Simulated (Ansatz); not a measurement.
# TiPt3: response to strain

Aim: deform TiPt3 (zz strain of +2 %) and compute stress, forces and field gradients with LAPW, PAW and all-electron datasets made for the crystal.

Program: Ansatz 0.2.0. Level of theory: DFT PBEsol, scalar-relativistic. These are calculated values, not measurements.

## Step 1: Starting point

Symmetry: Pm-3m, No. 221, cubic system. The conventional cell has a = 3.897 Å, b = 3.897 Å, c = 3.897 Å, α = 90.00°, β = 90.00°, γ = 90.00°. Ti (site symmetry m-3m) has 12 Pt at 2.76 Å in its first shell of neighbours. Pt (site symmetry 4/mmm) has 4 Ti at 2.76 Å and 8 Pt at 2.76 Å in its first shell of neighbours.

Structure file:

```
Ti Pt
1.0
     3.89700    0.00000    0.00000
     0.00000    3.89700    0.00000
     0.00000    0.00000    3.89700
Ti Pt
1 3
Cartesian
  0.0000 0.0000 0.0000
  0.0000 1.9485 1.9485
  1.9485 0.0000 1.9485
  1.9485 1.9485 0.0000
```

Atoms are numbered in the order of the input: Ti1, Pt2, Pt3, Pt4.

## Step 2: After the deformation

Space group Pm-3m before, P4/mmm after.

## Step 3: All-electron LAPW

Contents of input.yaml:

```yaml
crystal:
  lattice:
    - [3.897, 0.0, 0.0]
    - [0.0, 3.897, 0.0]
    - [0.0, 0.0, 3.97494]
  atoms:
    - { symbol: Ti, position: [0.0, 0.0, 0.0] }
    - { symbol: Pt, position: [0.0, 0.5, 0.5] }
    - { symbol: Pt, position: [0.5, 0.0, 0.5] }
    - { symbol: Pt, position: [0.5, 0.5, 0.0] }
kpoints:
  mp_grid: { grid: [9, 9, 9] }
  band_path:
    path:
      - [0.0, 0.0, 0.0]
      - [0.0, 0.5, 0.0]
      - [0.5, 0.5, 0.0]
      - [0.0, 0.0, 0.0]
      - [0.0, 0.0, 0.5]
      - [0.0, 0.5, 0.5]
      - [0.5, 0.5, 0.5]
      - [0.0, 0.0, 0.5]
      - [0.0, 0.5, 0.0]
    npoints: 5
scf:
  occupations: { method: fermi_dirac, width: 0.05 }
hamiltonian:
  xc: pbesol
  pseudopotentials: { kind: all_electron, lapw: { basis_error: 0.0005 } }
output:
  forces: true
  stress: true
  eigenvalues: true
```

Started as:

```console
> ansatz run input.yaml --threads 1 --pin off --max-ram 4096MiB --backend cpu --events-out ev --progress --plain --runs-dir out
```

## Step 4: Frozen-core PAW

Contents of input.yaml:

```yaml
crystal:
  lattice:
    - [3.897, 0.0, 0.0]
    - [0.0, 3.897, 0.0]
    - [0.0, 0.0, 3.97494]
  atoms:
    - { symbol: Ti, position: [0.0, 0.0, 0.0] }
    - { symbol: Pt, position: [0.0, 0.5, 0.5] }
    - { symbol: Pt, position: [0.5, 0.0, 0.5] }
    - { symbol: Pt, position: [0.5, 0.5, 0.0] }
kpoints:
  mp_grid: { grid: [9, 9, 9] }
scf:
  occupations: { method: fermi_dirac, width: 0.05 }
hamiltonian:
  xc: pbesol
  pseudopotentials: { kind: paw }
output:
  forces: true
  stress: true
  eigenvalues: true
  efg: { contact_densities: true }
```

## Step 5: All-electron PAW on datasets made for the crystal

Edit input.yaml of step 4 so:

```diff
@@ -16,3 +16,3 @@
   xc: pbesol
-  pseudopotentials: { kind: paw }
+  pseudopotentials: { kind: all_electron, datasets: crystal }
 output:
```

(Steps that only read results are left out.)

What does the calculation give? Wanted: pressure; largest shear or deviatoric stress.

The runs gave:

| quantity | value |
| --- | --- |
| pressure | LAPW -4.49, PAW -4.48, crystal datasets -4.49 GPa |
| largest shear or deviatoric stress (LAPW) | 2.37 GPa |

**Reading.** The largest part of the stress beyond the pressure is 2.37 GPa in size, in the zz component; the atoms are carried along and not relaxed. No run of the undeformed cell stands beside it, so pressure and stress hold what the given cell had before the change, as far as its symmetry allows. PAW: stress within 0.02 GPa of LAPW. Crystal datasets: stress within 0.01 GPa of LAPW. Spin-orbit coupling is left out, though the cell holds Pt; in elements this heavy it can shift bands and gaps by tenths of an eV.
